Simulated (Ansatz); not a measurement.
# TiB+ (triplet): the correlation ladder, def2-QZVPP

An exercise on one series of results from a longer session: the logs are not shown, and one member is left open.

Program: Ansatz 0.2.0, Gaussian basis. Level of theory: def2-QZVPP, core rule «outside noble gas», up to 10 orbitals frozen. These are calculated values, not measurements.

The runs, in order: UHF; ROHF; CCSD(T) on UHF.

2 further runs of the same task are left out: 2 set aside as unsound or not needed.

## The system

The geometry is a PBE0/def2-TZVP stationary point (not a proven minimum).

2 atoms, charge 1, spin multiplicity 3.

Atoms are counted from 1 here; the program's logs count them from 0.

Bond lengths: Ti1–B2 2.101 Å.

Set-up of the first run:

The input, in.yaml:

```yaml
crystal:
  periodic: [false, false, false]
  atoms:
    - {symbol: Ti, position_ang: [0.000000, 0.000000, 0.000000]}
    - {symbol: B, position_ang: [0.000000, 0.000000, 2.101000]}
basis:
  gaussian: {orbitals: "def2-QZVPP.json"}
total_charge: 1
magnetization: {spin_polarized: true, initial_magnetization: 2}
hamiltonian: {xc: hf}
output: {orbitals: {seedname: orbitals}}
```

Run with:

```console
ansatz run in.yaml --threads 1 --pin off --events-out ev --progress --plain --max-ram 4096MiB --backend cpu
```

Among the steps run: UHF; ROHF; CCSD(T) on UHF.

One table of the session follows, with a row left open; its other results are not shown here.

| method | from UCCSD(T) (kcal/mol) |
| --- | --- |
| ROHF | +121.76 |
| UMP2 | ? |
| UCCSD | +6.46 |
| UCCSD(T) | 0 |

Q: Estimate the row for UMP2 from the others.

The run gave: from UCCSD(T) (kcal/mol): +28.69. In the column «from UCCSD(T) (kcal/mol)» it lies between UCCSD (+6.46) and ROHF (+121.76).

Left out of the table: UHF (another determinant or state than the rows shown).

The program flags UCCSD(T) as in doubt (see the logs), so the zero of the table is itself unsure.

To keep in mind: The determinant is far from a pure spin state, so its energy mixes those of several spin states (harmless only where they are near-degenerate, as at dissociation). The program flags UCCSD(T) as in doubt, so the zero of the table is itself unsure. Warnings: spin contamination; coupled cluster took another determinant than the lowest.
